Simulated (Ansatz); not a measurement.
# WH+ (quintet): the correlation ladder, def2-TZVPP

One table from this session's results is given with a row withheld; the runs are named, their logs left out.

Computed with Ansatz 0.2.0, Gaussian basis. Level: def2-TZVPP, core rule «outside noble gas», up to 4 orbitals frozen.

The runs, in order: UHF; ROHF; CCSD(T) on UHF.

**What is computed**

The geometry is a PBE0/def2-TZVP stationary point (not a proven minimum) of the parent state, kept for this charge and spin. No spin-orbit coupling is included. Elements past krypton take def2 core potentials.

2 atoms, charge 1, spin multiplicity 5.

Atoms are counted from 1 here; the program's logs count them from 0.

Bond lengths: W1–H2 2.059 Å.

The first run:

in.yaml

```yaml
crystal:
  periodic: [false, false, false]
  atoms:
    - {symbol: W, position_ang: [0.000000, 0.000000, 0.000000]}
    - {symbol: H, position_ang: [0.000000, 0.000000, 2.059000]}
basis:
  gaussian: {orbitals: def2-TZVPP}
total_charge: 1
magnetization: {spin_polarized: true, initial_magnetization: 4}
hamiltonian: {xc: hf}
output: {orbitals: {seedname: orbitals}}
```

On the command line:

```sh
$ ansatz run in.yaml --threads 1 --pin off --events-out ev --progress --plain --max-ram 3968MiB --backend cpu
```

Among the steps run: UHF; ROHF; CCSD(T) on UHF.

One table of the session follows, with a row left open; its other results are not shown here.

```
  method  from UCCSD(T) (kcal/mol)
    ROHF                    +70.29
     UHF                         ?
    UMP2                    +15.14
   UCCSD                     +1.88
UCCSD(T)                         0
```

Estimate the missing values for UHF.

**Answer.** from UCCSD(T) (kcal/mol): +59.52. In the column «from UCCSD(T) (kcal/mol)» it lies between UMP2 (+15.14) and ROHF (+70.29).
